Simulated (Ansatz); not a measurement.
# BGeHF (sextet): wave-function methods side by side, cc-pVDZ

An exercise on one series of results from a longer session: the logs are not shown, and one member is left open.

Computed with Ansatz 0.2.0, Gaussian basis. Level: cc-pVDZ, core rule «outside noble gas», up to 16 orbitals frozen.

To be run: UHF; CCSD(T) on ROHF; CCSD(T) on UHF; BCCD(T) on ROHF; CISD as a restricted active space (open shells left free, so some higher excitations enter); CCSDT(Q) on ROHF; CCSDT(Q) on UHF; CASSCF and MRCISD+Q, 13 electrons in 11 orbitals; CASSCF and NEVPT2, 13 electrons in 11 orbitals.

20 further runs of the same task are left out: 11 that didn't finish, 9 set aside as unsound or not needed. Runs told in other sessions of the task aren't counted.

### The geometry

The geometry is a PBE0/def2-TZVP stationary point (not a proven minimum) of the parent state, kept for this charge and spin. No spin-orbit coupling is included. The filled d shell of Ge may be among the frozen orbitals whatever the setting's name suggests.

4 atoms, charge 0, spin multiplicity 6.

Atoms are counted from 1 here; the program's logs count them from 0.

Bond lengths: B1–Ge2 1.904 Å, Ge2–F3 1.741 Å, Ge2–H4 1.533 Å. Angles: B1–Ge2–F3 122.5°, B1–Ge2–H4 135.8°, F3–Ge2–H4 101.7°.

Set-up of the first run:

File in.yaml:

```yaml
crystal:
  periodic: [false, false, false]
  atoms:
    - {symbol: B, position_ang: [0.000000, -0.815465, 1.721972]}
    - {symbol: Ge, position_ang: [0.000000, 0.225920, 0.127967]}
    - {symbol: F, position_ang: [0.000000, -0.491121, -1.458209]}
    - {symbol: H, position_ang: [0.000000, 1.722026, -0.206468]}
basis:
  gaussian: {orbitals: cc-pVDZ}
magnetization: {spin_polarized: true, initial_magnetization: 5}
hamiltonian: {xc: hf}
output: {orbitals: {seedname: orbitals}}
```

Started as:

```
> ansatz run in.yaml --threads 1 --pin off --events-out ev --progress --plain --max-ram 2393MiB
```

Among the steps run: UHF; CCSD(T) on ROHF; CCSD(T) on UHF; BCCD(T) on ROHF; CISD as a restricted active space (open shells left free, so some higher excitations enter); CCSDT(Q) on ROHF; CCSDT(Q) on UHF; CASSCF and MRCISD+Q, 13 electrons in 11 orbitals; CASSCF and NEVPT2, 13 electrons in 11 orbitals.

One of the session's tables, all rows but one given; the rest of the session is left out.

It belongs to the step «Misses and costs». 

| method | from RCCSDT(Q) (kcal/mol) |
| --- | --- |
| ROHF | +204.05 |
| UHF | +201.77 |
| RMP2 | +24.89 |
| UMP2 | +23.26 |
| RCCSD | +7.36 |
| UCCSD | +7.00 |
| RCCSD(T) | +1.52 |
| UCCSD(T) | +1.32 |
| BCCD(T) | +1.32 |
| RCCSDT | +0.39 |
| UCCSDT | +0.20 |
| RCCSDT(Q) | 0 |
| UCCSDT(Q) | ? |
| CASSCF frontier | +170.87 |
| NEVPT2 frontier | +27.64 |
| MRCISD frontier | +16.83 |
| MRCISD+Q frontier | +5.01 |

Q: Estimate the row for UCCSDT(Q) from the others.

**Answer.** from RCCSDT(Q) (kcal/mol): -0.54. In the column «from RCCSDT(Q) (kcal/mol)» it is the lowest.

Not comparable, so not listed: CISD as a restricted active space (open shells left free, so some higher excitations enter) (they don't share determinant, frozen orbitals or solution with the rows shown, or repeat one).

Limits of these values: Restricted and unrestricted rows rest on different reference determinants; a gap between their highest levels can come from leftover correlation error, from unlike frozen cores or from another state.
